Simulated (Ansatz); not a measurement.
# BrFGeH₂: basis-set convergence

One table from this session's results is given with a row withheld; the runs are named, their logs left out.

Computed with Ansatz 0.2.0, Gaussian basis. Level: one geometry, several basis sets.

Plan: PBE0-D4/def2-SVP; ωB97M-V/def2-SVP; PBE0-D4/def2-QZVPP; ωB97M-V/def2-QZVPP; the functionals' def2-TZVPP values are taken from earlier runs.

## The relaxed structure

An earlier PBE0-D4 in a triple-zeta def2 set relaxation fixed the geometry.

SMILES `[F][GeH2][Br]`, 5 atoms, charge 0, spin multiplicity 1.

Atoms are counted from 1 here; the program's logs count them from 0.

Bond lengths: F1–Ge2 1.731 Å, Ge2–Br3 2.286 Å, Ge2–H4 1.529 Å, Ge2–H5 1.529 Å. Angles: F1–Ge2–Br3 106.7°, F1–Ge2–H4 106.9°, F1–Ge2–H5 106.9°, Br3–Ge2–H4 109.4°, Br3–Ge2–H5 109.4°, H4–Ge2–H5 117.0°.

Set-up of the first run:

in.yaml

```yaml
crystal:
  periodic: [false, false, false]
  atoms:
    - {symbol: F, position_ang: [-1.404248, -0.636410, 0.708262]}
    - {symbol: Ge, position_ang: [-0.067650, 0.121570, -0.088684]}
    - {symbol: Br, position_ang: [1.786046, -1.117774, 0.415232]}
    - {symbol: H, position_ang: [0.076181, 1.519058, 0.514688]}
    - {symbol: H, position_ang: [-0.340430, 0.039856, -1.590897]}
basis:
  gaussian: {orbitals: def2-SVP}
hamiltonian: {xc: pbe0, dispersion: d4}
output: {orbitals: {seedname: orbitals}}
```

Steps of the session up to this table: PBE0-D4 in def2-SVP; ωB97M-V in def2-SVP; PBE0-D4 in def2-QZVPP; ωB97M-V in def2-QZVPP.

One table of the session follows, with a row left open; its other results are not shown here.

| functional | basis | HOMO (eV) |
| --- | --- | --- |
| PBE0-D4 | def2-SVP | -8.56 |
| PBE0-D4 | def2-TZVPP | -8.67 |
| PBE0-D4 | def2-QZVPP | ? |
| ωB97M-V | def2-SVP | -10.74 |
| ωB97M-V | def2-TZVPP | -10.88 |
| ωB97M-V | def2-QZVPP | -10.90 |

Estimate the missing values for PBE0-D4, def2-QZVPP.

As computed: HOMO (eV): -8.68. In the column «HOMO (eV)» it lies between ωB97M-V, def2-SVP (-10.74) and PBE0-D4, def2-TZVPP (-8.67).
